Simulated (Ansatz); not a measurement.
# CoMo (P-6m2): test of the smearing width

A script is to give a test of the smearing width; the system is CoMo (P-6m2).

Program: Ansatz 0.2.0 through its Python package. Level of theory: DFT r2SCAN, plane waves, PAW. These are calculated values, not measurements.

**1. The system**

It takes space group P-6m2 (No. 187, hexagonal). The conventional cell has a = 2.695 Å, b = 2.695 Å, c = 4.184 Å, α = 90.00°, β = 90.00°, γ = 120.00°. Around Co (site symmetry -6m2) lie 6 Mo at 2.61 Å and 6 Co at 2.69 Å. Mo (site symmetry -6m2) is surrounded by 6 Co at 2.61 Å and 6 Mo at 2.69 Å.

No structure file is read: the coordinates are typed or built in the script.

**2. The code**

Input file run_smear.py:

```python
"""Smearing width test for CoMo."""

import ansatz as az
import matplotlib.pyplot as plt

FUNCTIONAL = "r2scan"
KMESH = (13, 13, 7)


def main() -> None:
    crystal = (
        az.Lattice.from_parameters(2.694928, 2.694928, 4.183618, alpha=90, beta=90, gamma=120)
        .space_group(187)
        .atom("Co", [2 / 3, 1 / 3, 0.5])
        .atom("Mo", [1 / 3, 2 / 3, 0.0])
        .moments(Co=1.8)
    )

    setup = (
        crystal.calculation()
        .functional(FUNCTIONAL)
        .basis(24 * az.Ha)
        .kpoints(mesh=KMESH, center="gamma")
        .spin("collinear")
    )

    rows = []
    for value in [0.5, 0.3, 0.2, 0.1]:
        rep = setup.occupations("gaussian", width=value).run(threads=1).report
        rows.append((value, rep["free_energy_ev"] / len(rep["lattice"]["sites"]), rep["n_iterations"], rep["magnetization_mub"], rep["n_kpoints"]))

    print("  width (eV)   F/atom (eV)    iterations  moment (muB)      k-points")
    for row in rows:
        print(f"{str(row[0]):>12s}  {row[1]:12.5f}  {row[2]:12d}  {row[3]:12.3f}  {row[4]:12d}")

    # differences from the last row
    for row in rows[:-1]:
        shift = 1000 * (row[1] - rows[-1][1])
        print(f"{row[0]}: {shift:+.2f} meV/atom" + ("  (within 1 meV)" if abs(shift) < 1 else ""))
    plt.figure(figsize=(4.5, 3))
    plt.plot([str(row[0]) for row in rows], [1000 * (row[1] - rows[-1][1]) for row in rows], "o-")
    plt.xlabel("width (eV)")
    plt.ylabel("F - F(last) (meV/atom)")
    plt.tight_layout()
    plt.savefig("smear.png", dpi=100)


if __name__ == "__main__":
    main()
```

**3. The input behind the calls**

The package turns the script's settings into the engine's input (first run):

```yaml
crystal:
  lattice:
    a: 2.694928
    b: 2.694928
    c: 4.183618
    alpha: 90.0
    beta: 90.0
    gamma: 120.0
  space_group: 187
  atoms:
    - { symbol: Co, position: [0.6666666666666666, 0.3333333333333333, 0.5] }
    - { symbol: Mo, position: [0.3333333333333333, 0.6666666666666666, 0.0] }
basis:
  ecutwfc: 653.073269903712
kpoints:
  mp_grid:
    grid: [13, 13, 7]
    shift: [0.0, 0.0, 0.0]
hamiltonian:
  xc: r2scan
magnetization:
  spin_polarized: true
  per_species:
    Co: 1.8
scf:
  occupations:
    method: gaussian
    width: 0.5
```

**4. The run**

Started as:

```
$ python run_smear.py
```

Standard output:

```text
  width (eV)   F/atom (eV)    iterations  moment (muB)      k-points
         0.5   -5049.27739            16         1.054            84
         0.3   -5049.23399            18         1.035            84
         0.2   -5049.21996            18         1.022            84
         0.1   -5049.21138            18         0.993            84
0.5: -66.01 meV/atom
0.3: -22.60 meV/atom
0.2: -8.58 meV/atom
```

It took 87 s on 1 thread of Intel Xeon 6975P-C (Granite Rapids), shared host; peak memory 0.67 GiB.

**5. Inputs of later runs**

The engine's inputs for the other runs:

Run 2, against run 1:

```diff
@@ -28 +28 @@
-    width: 0.5
+    width: 0.3
```

Run 3, against run 1:

```diff
@@ -28 +28 @@
-    width: 0.5
+    width: 0.2
```

Run 4, against run 1:

```diff
@@ -28 +28 @@
-    width: 0.5
+    width: 0.1
```

**6. Run by run**

One row for each of the 4 runs:

| run | width (eV) | energy from run 4 (meV/atom) | the same at zero width (meV/atom) | moment (μB/cell) | SCF cycles | CPU time (s) |
| --- | --- | --- | --- | --- | --- | --- |
| 1 | 0.5 | -66.01 | -1.68 | 1.05 | 16 | 20 |
| 2 | 0.3 | -22.60 | -0.59 | 1.03 | 18 | 21 |
| 3 | 0.2 | -8.58 | -0.10 | 1.02 | 18 | 22 |
| 4 | 0.1 | 0.00 | 0.00 | 0.99 | 18 | 23 |

Energies are free energies F = E - TS of the smeared occupations. 

**7. What came out**

```
                              quantity           value
                         runs compared               4
       last run but one, from the last  -8.58 meV/atom
within 5 meV/atom of the last run from  no earlier run
```

**Reading.** Going from 0.1 to 0.5 eV changes F by -66.0 meV an atom. With this scheme F falls roughly as the square of the width; the report's estimate for zero width (energy_sigma0_ev) moves by only -1.7 meV. What to keep in mind:
- For a metal this k-point mesh is coarse: on a finer one energies can move by several to tens of meV an atom and pressures by half a GPa or more, differences at one mesh by less.
- The overall sign of a collinear moment is arbitrary, and semilocal functionals can give small moments to compounds that are paramagnetic.
- The free energy holds a sizeable smearing term, which stands for no physical temperature.
- The narrowest width needs the finest mesh, so the last row is no converged reference.
- r2SCAN tends to overestimate the moments of itinerant magnets.
- The structure comes from a database of computed cells and needn't be a stable or known phase.
